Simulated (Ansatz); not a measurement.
# Ir: stress in a strained cell

Aim: deform Ir (zz strain of -2 %) and compute stress, forces and field gradients with LAPW, PAW and all-electron datasets made for the crystal.

Computed with Ansatz 0.2.0 (DFT PBEsol, scalar-relativistic, unless a step's input says otherwise).

2 further runs of the same task are left out: 2 set aside as unsound or not needed.

## (1) The system as given

It takes space group Fm-3m (No. 225, cubic). Conventional cell: a = 3.839 Å, b = 3.839 Å, c = 3.839 Å, α = 90.00°, β = 90.00°, γ = 90.00°. Ir (site symmetry m-3m) has 12 Ir at 2.71 Å as nearest neighbours.

As a file:

```cif
data_structure
_symmetry_space_group_name_H-M 'P 1'
_symmetry_Int_Tables_number 1
_cell_length_a 2.7149
_cell_length_b 2.7149
_cell_length_c 2.7149
_cell_angle_alpha 60.000
_cell_angle_beta 60.000
_cell_angle_gamma 60.000
_cell_volume 14.15
loop_
_atom_site_label
_atom_site_type_symbol
_atom_site_fract_x
_atom_site_fract_y
_atom_site_fract_z
_atom_site_occupancy
Ir1 Ir 0.00000 0.00000 0.00000 1
```

## (2) After the deformation

Space group Fm-3m before, I4/mmm after.

## (3) LAPW, all electrons

input.yaml reads:

```yaml
crystal:
  lattice:
    - [0.0, 1.9197, 1.881306]
    - [1.9197, 0.0, 1.881306]
    - [1.9197, 1.9197, 0.0]
  atoms:
    - { symbol: Ir, position: [0.0, 0.0, 0.0] }
kpoints:
  mp_grid: { grid: [18, 18, 18] }
  band_path:
    path:
      - [0.0, 0.0, 0.0]
      - [0.0, 0.5, 0.5]
      - [0.25, 0.75, 0.5]
      - [0.0, 0.5, 0.0]
      - [0.0, 0.0, 0.0]
      - [0.5, 0.5, 0.0]
      - [0.3801541025, 0.6198458975, 0.0]
      - [-0.3801541025, 0.3801541025, 0.0]
      - [0.0, 0.0, 0.0]
    npoints: 5
scf:
  occupations: { method: fermi_dirac, width: 0.05 }
hamiltonian:
  xc: pbesol
  pseudopotentials: { kind: all_electron, lapw: { basis_error: 0.0005 } }
output:
  forces: true
  stress: true
  eigenvalues: true
```

Launch:

```bash
$ ansatz run input.yaml --threads 1 --pin off --max-ram 3072MiB --backend cpu --events-out ev --progress --plain --runs-dir out
```

## (4) Frozen-core PAW

input.yaml reads:

```yaml
crystal:
  lattice:
    - [0.0, 1.9197, 1.881306]
    - [1.9197, 0.0, 1.881306]
    - [1.9197, 1.9197, 0.0]
  atoms:
    - { symbol: Ir, position: [0.0, 0.0, 0.0] }
kpoints:
  mp_grid: { grid: [18, 18, 18] }
scf:
  occupations: { method: fermi_dirac, width: 0.05 }
hamiltonian:
  xc: pbesol
  pseudopotentials: { kind: paw }
output:
  forces: true
  stress: true
  eigenvalues: true
  efg: { contact_densities: true }
```

## (5) All-electron PAW on datasets made for the crystal

input.yaml: that of step 4 with these lines changed.

```diff
@@ -13,3 +13,3 @@
   xc: pbesol
-  pseudopotentials: { kind: paw }
+  pseudopotentials: { kind: all_electron, datasets: crystal }
 output:
```

(Steps that only read results are left out.)

Q: Predict the outcome of this session. Wanted: pressure; largest shear or deviatoric stress.

As calculated:

| quantity | value |
| --- | --- |
| pressure | LAPW 5.30, PAW 5.35, crystal datasets 5.30 GPa |
| largest shear or deviatoric stress (LAPW) | 5.51 GPa |

Against the undeformed cell the largest change of stress is +13.53 GPa, in the zz component. PAW: stress within 0.05 GPa of LAPW. Crystal datasets: stress within 0.01 GPa of LAPW. Spin-orbit coupling is left out, though the cell holds Ir; in elements this heavy it can shift bands and gaps by tenths of an eV.
